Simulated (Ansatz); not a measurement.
**CoW3: magnetic states**

The task here is to estimate one member of a computed series from the others.

Method: DFT PBE, scalar-relativistic, plane waves, PAW, in Ansatz 0.2.0.

2 further runs of the same task are left out: 2 set aside as unsound or not needed. Runs told in other sessions of the task aren't counted.

### The starting structure

Symmetry: Fm-3m, No. 225, cubic system. Conventional cell: a = 6.213 Å, b = 6.213 Å, c = 6.213 Å, α = 90.00°, β = 90.00°, γ = 90.00°. W (site symmetry -43m) is surrounded by 4 W at 2.69 Å and 4 Co at 2.69 Å. W (site symmetry m-3m) is surrounded by 8 W at 2.69 Å. Co (site symmetry m-3m) is surrounded by 8 W at 2.69 Å.

Coordinates:

```xyz
4
Lattice="0.0000 3.1064 3.1064 3.1064 0.0000 3.1064 3.1064 3.1064 0.0000" Properties=species:S:1:pos:R:3 pbc="T T T"
W     1.5532    1.5532    1.5532
W     4.6596    4.6596    4.6596
W     3.1064    3.1064    3.1064
Co    0.0000    0.0000    0.0000
```

It is the result of an earlier relaxation at this level (volume 14.99 Å³/atom; gap on the mesh: none (metal), site moments up to 1.3 μB).

The structure is invented: a known structure type filled with these elements, not a reported compound.

Set-up of the first run:

input.yaml reads:

```yaml
crystal:
  lattice:
    - [0.0, 3.1063930088, 3.1063930088]
    - [3.1063930088, 0.0, 3.1063930088]
    - [3.1063930088, 3.1063930088, 0.0]
  atoms:
    - { symbol: W, position: [0.25, 0.25, 0.25] }
    - { symbol: W, position: [0.75, 0.75, 0.75] }
    - { symbol: W, position: [0.5, 0.5, 0.5] }
    - { symbol: Co, position: [0.0, 0.0, 0.0] }
basis:
  ecutwfc: 420
kpoints:
  mp_grid: { grid: [12, 12, 12] }
hamiltonian:
  xc: pbe
scf:
  occupations: { method: gaussian, width: 0.1 }
  lower_state_search: "off"
output:
  forces: true
  stress: true
  eigenvalues: true
```

Started as:

```bash
$ ansatz run input.yaml --threads 1 --pin off --max-ram 2560MiB --backend cpu --events-out ev --progress --plain --runs-dir out
```

Steps of the session up to this table: Start: no spin polarisation; Start: ferromagnetic; Magnetic start: large parallel starting moments; Start: antiferromagnetic, doubled cell, propagation vector (0, 0, 1/2); Start: antiferromagnetic, doubled cell, propagation vector (0, 1/2, 1/2); Start: small parallel starting moments.

One of the session's tables, all rows but one given; the rest of the session is left out.

It belongs to the step «Which state is lowest». 

```
                                                            start  energy above the lowest (meV/atom)  pressure (GPa)
                                                    ferromagnetic                                0.00             0.0
                                  large parallel starting moments                                0.00             0.0
                                  small parallel starting moments                                0.00             0.0
  antiferromagnetic, doubled cell, propagation vector (0, 0, 1/2)                                1.34             0.2
antiferromagnetic, doubled cell, propagation vector (0, 1/2, 1/2)                                   ?               ?
                                                          no spin                                30.0            -1.9
```

Estimate the missing values for antiferromagnetic, doubled cell, propagation vector (0, 1/2, 1/2).

The run gave: energy above the lowest (meV/atom): 3.00; pressure (GPa): 0.0. In the column «energy above the lowest (meV/atom)» it lies between antiferromagnetic, doubled cell, propagation vector (0, 0, 1/2) (1.34) and no spin (30.0).
